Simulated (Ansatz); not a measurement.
**AlFH7NSi2: one species, many methods**

One table from this session's results is given with a row withheld; the runs are named, their logs left out.

Program: Ansatz 0.2.0, Gaussian basis. Level of theory: functionals in def2-TZVPP, the program's frozen cores in correlated methods. These are calculated values, not measurements.

Plan: PBE-D4, r2SCAN-D4, PBE0-D4, B3LYP-D4, ωB97X-V, ωB97M-V, B2PLYP; CCSD(T)/def2-TZVPP; MP2/def2-QZVPP; extrapolation to the limit.

## Structure used throughout

All runs share one geometry, relaxed beforehand with PBE0-D4 in a triple-zeta def2 set.

SMILES `[NH2][AlH][SiH](F)[SiH3]`, 12 atoms, charge 0, spin multiplicity 1.

Atoms are counted from 1 here; the program's logs count them from 0.

Bond lengths: N1–Al2 1.765 Å, N1–H6 1.008 Å, N1–H7 1.008 Å, Al2–Si3 2.462 Å, Al2–H8 1.586 Å, Si3–F4 1.623 Å, Si3–Si5 2.348 Å, Si3–H9 1.495 Å, Si5–H10 1.488 Å, Si5–H11 1.490 Å, Si5–H12 1.489 Å. Angles: Al2–N1–H6 125.5°, Al2–N1–H7 124.2°, H6–N1–H7 110.3°, N1–Al2–Si3 116.2°, N1–Al2–H8 119.0°, Si3–Al2–H8 124.8°, Al2–Si3–F4 109.2°, Al2–Si3–Si5 113.6°, Al2–Si3–H9 112.0°, F4–Si3–Si5 108.8°, F4–Si3–H9 106.6°, Si5–Si3–H9 106.2°, Si3–Si5–H10 112.6°, Si3–Si5–H11 107.4°, Si3–Si5–H12 111.0°, H10–Si5–H11 108.8°, H10–Si5–H12 108.7°, H11–Si5–H12 108.2°.

The first run:

Input file in.yaml:

```yaml
crystal:
  periodic: [false, false, false]
  atoms:
    - {symbol: N, position_ang: [-2.843545, 0.399467, -0.097748]}
    - {symbol: Al, position_ang: [-1.516943, -0.759307, 0.015905]}
    - {symbol: Si, position_ang: [0.607356, 0.106844, 0.908445]}
    - {symbol: F, position_ang: [0.401784, 1.648142, 1.373116]}
    - {symbol: Si, position_ang: [2.381767, 0.007881, -0.625759]}
    - {symbol: H, position_ang: [-3.765695, 0.199353, -0.451132]}
    - {symbol: H, position_ang: [-2.783353, 1.361123, 0.197406]}
    - {symbol: H, position_ang: [-1.749635, -2.246873, -0.482035]}
    - {symbol: H, position_ang: [1.057605, -0.648555, 2.117814]}
    - {symbol: H, position_ang: [3.648815, 0.558318, -0.072695]}
    - {symbol: H, position_ang: [2.591679, -1.426114, -0.973863]}
    - {symbol: H, position_ang: [2.047165, 0.744423, -1.875355]}
basis:
  gaussian: {orbitals: def2-TZVPP}
hamiltonian: {xc: pbe, dispersion: d4}
output: {forces: true, orbitals: {seedname: orbitals}}
```

Run with:

```
$ ansatz run in.yaml --threads 4 --pin off --events-out ev --progress --plain --max-ram 10444MiB
```

Among the steps run: PBE-D4 (GGA); r2SCAN-D4 (meta-GGA); PBE0-D4 (hybrid); B3LYP-D4 (hybrid); ωB97X-V (range-separated); ωB97M-V (range-separated); B2PLYP (double hybrid); CCSD(T) in def2-TZVPP; MP2 in def2-QZVPP.

One of the session's tables, all rows but one given; the rest of the session is left out.

```
            method  atomisation energy (eV)
            PBE-D4                        ?
         r2SCAN-D4                   38.929
           PBE0-D4                   38.473
          B3LYP-D4                   38.955
           ωB97X-V                   39.331
           ωB97M-V                   38.986
            B2PLYP                   38.425
     HF/def2-TZVPP                   28.558
    MP2/def2-TZVPP                   38.045
   CCSD/def2-TZVPP                   37.443
CCSD(T)/def2-TZVPP                   37.899
           MP2/CBS                   39.254
       CCSD(T)/CBS                   39.108
```

Q: Estimate the row for PBE-D4 from the others.

As computed: atomisation energy (eV): 38.941. In the column «atomisation energy (eV)» it lies between r2SCAN-D4 (38.929) and B3LYP-D4 (38.955).

Limits of these values: Free atoms (1 N, 1 Al, 2 Si, 1 F, 7 H) were run apart at each level; the atomisation energy is their sum less the molecule, without zero-point or spin-orbit terms.
